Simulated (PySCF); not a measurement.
# Changing the system itself: TeC⁺

Aim: change spin, charge, geometry, field or solvent of TeC⁺, one at a time, and compare with the base run.

The runs use PySCF 2.14.0; each script names its method and basis.

4 further runs of the same task are left out: 2 for a known fault of the program, 2 that didn't finish.

## Step 1: Where the work starts

TeC⁺: 2 atoms, charge 1, spin multiplicity 2.

Bond lengths: Te1–C2 1.917 Å.

## Step 2: Base script

input.py reads:

```python
from pyscf import gto, scf, mp

mol = gto.M(
    atom='Te 0 0 0; C 0 0 1.917',
    basis='3-21g',
    charge=1,
    spin=1,
    verbose=4,
)
mf = scf.UHF(mol)
mf.kernel()
mp.MP2(mf, frozen=19).kernel()
mf.dip_moment()
print('orbital energies (hartree):', [e[max(0, n-3):n+3].round(4) for e, n in zip(mf.mo_energy, mol.nelec)])
```

Launch:

```bash
OMP_NUM_THREADS=1 python input.py
```

Its log is not repeated here.

In short: E(SCF) = -6619.870944 Eh, 15 cycles, E(MP2) − E(SCF) = -0.16628 Eh, ⟨S²⟩ = 0.814.

No relativity is included for the heavy element. The bond length is a typed value, not an optimised one. The dipole of an ion depends on the origin.

## Step 3: Bond 2.876 Å

Variant 1 changes bond length: 1.917 Å → 2.876 Å.

input.py reads:

```python
from pyscf import gto, scf, mp

mol = gto.M(
    atom='Te 0 0 0; C 0 0 2.876',
    basis='3-21g',
    charge=1,
    spin=1,
    verbose=4,
)
mf = scf.UHF(mol)
mf.kernel()
mp.MP2(mf, frozen=19).kernel()
mf.dip_moment()
print('orbital energies (hartree):', [e[max(0, n-3):n+3].round(4) for e, n in zip(mf.mo_energy, mol.nelec)])
```

Launch:

```bash
OMP_NUM_THREADS=1 python input.py
```

## Step 4: Bond 1.975 Å

Variant 2 changes bond length: 1.917 Å → 1.975 Å.

input.py, as its differences from that of step 2:

```diff
@@ -3,3 +3,3 @@
 mol = gto.M(
-    atom='Te 0 0 0; C 0 0 1.917',
+    atom='Te 0 0 0; C 0 0 1.975',
     basis='3-21g',
```

## Step 5: Quartet

Variant 3 changes spin (2S): 1 → 3.

input.py, as its differences from that of step 2:

```diff
@@ -6,3 +6,3 @@
     charge=1,
-    spin=1,
+    spin=3,
     verbose=4,
```

## Step 6: Bond 0.5 Å

Variant 4 changes bond length: 1.917 Å → 0.5 Å.

input.py, as its differences from that of step 2:

```diff
@@ -3,3 +3,3 @@
 mol = gto.M(
-    atom='Te 0 0 0; C 0 0 1.917',
+    atom='Te 0 0 0; C 0 0 0.5',
     basis='3-21g',
```

## Step 7: Sextet

Variant 5 changes spin (2S): 1 → 5.

input.py, as its differences from that of step 2:

```diff
@@ -6,3 +6,3 @@
     charge=1,
-    spin=1,
+    spin=5,
     verbose=4,
```

## Step 8: Electric field 0.01 a.u.

Variant 6 changes electric field: none → 0.01 a.u.

input.py, as its differences from that of step 2:

```diff
@@ -10,2 +10,7 @@
 mf = scf.UHF(mol)
+field = 0.01  # electric field along z, atomic units
+h = mf.get_hcore() + field*mol.intor('int1e_r')[2]
+mf.get_hcore = lambda *args: h
+e_nuc = mol.energy_nuc() - field*mol.atom_charges() @ mol.atom_coords()[:, 2]
+mf.energy_nuc = lambda *args: e_nuc
 mf.kernel()
```

What does the calculation give? Wanted: for each run, E(SCF); from base; gap, α spin; after the SCF.

The runs gave:

```tsv
run	E(SCF) (hartree)	from base (eV)	cycles	gap, α spin (eV)	after the SCF
base	-6619.870944	0	15	10.81	MP2 correlation -4.525 eV, core frozen
bond 2.876 Å	-6619.797837	+1.9893	18	8.96	MP2 correlation -3.229 eV, core frozen
bond 1.975 Å	-6619.867031	+0.1065	14	10.38	MP2 correlation -4.650 eV, core frozen
quartet	-6619.885826	-0.4050	18	8.90	MP2 correlation -1.598 eV, core frozen
bond 0.5 Å (poor choice)	-6589.732192	+820.1172	11	8.73	MP2 correlation -2.094 eV, core frozen
sextet	-6619.866674	+0.1162	10	13.49	MP2 correlation -1.144 eV, core frozen
electric field 0.01 a.u.	-6619.879958	not comparable	15	10.91	MP2 correlation -4.346 eV, core frozen
```

In words: The largest comparable shift of the SCF energy, +820.117 eV, comes with the run “bond 0.5 Å”. The quartet solution found lies 0.40 eV below the base doublet at this geometry and level, so the base is not the lowest spin state. The sextet solution found lies 0.12 eV above the base doublet at this geometry and level. With bond 2.876 Å the frontier gap moves by over 1.5 eV, which can mean another electronic state rather than the bond length alone. With bond 0.5 Å the frontier gap moves by over 1.5 eV, which can mean another electronic state rather than the bond length alone. Rows marked «poor choice» come from settings spoiled on purpose.
